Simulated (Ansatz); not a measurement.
Runs of Ansatz 0.2.0 on CuO2. The structure is orthorhombic, space group Cmcm (No. 63). Conventional cell: a = 2.825 Å, b = 10.421 Å, c = 4.343 Å, α = 90.00°, β = 90.00°, γ = 90.00°. Cu (site symmetry m2m) is surrounded by 4 O at 1.86 to 1.90 Å. O (site symmetry m2m) has 2 Cu at 1.90 Å as nearest neighbours. O (site symmetry m2m) has 2 Cu at 1.86 Å as nearest neighbours. The cell comes from a database or a generator and needn't be the stable form of this composition.

```csv
task,level,cell,k mesh,cutoff (eV),points for each segment of the path,gap on the mesh (eV),pressure (GPa),largest force (eV/Å)
density of states,PBEsol,as given,8 × 8 × 6,420,-,none,-8.7,(a)
band structure,r2SCAN,as given,10 × 10 × 6,500,14,none,-9.3,(b)
relaxation of cell and atoms,LDA,relaxed,10 × 10 × 6,420,-,none,0.0,-
band structure,LDA,as given,10 × 10 × 6,420,14,none,-14.9,0.79
```

Alike in all rows: potentials or basis Ansatz PAW; no spin polarisation; smearing fermi-dirac 0.05 eV.

Q: Fill in the values left out.

A: (a) 0.51; (b) 0.56.

Caveats: the run has no spin polarisation, though such a crystal can be magnetic; semilocal functionals often make such compounds metallic where correlation or magnetic order opens a gap, which also shifts bond lengths; the PAW data sets come from PBE, with cores solved anew for the run's functional, which leaves a small shift of forces and pressure; the density of states is complete only up to the lowest level of the last band computed (some runs); the plane-wave basis is chosen anew once the cell has moved, so the energies of steps on either side of that aren't comparable (some runs).

A gap of «none» marks a metal or a gap under the smearing width.
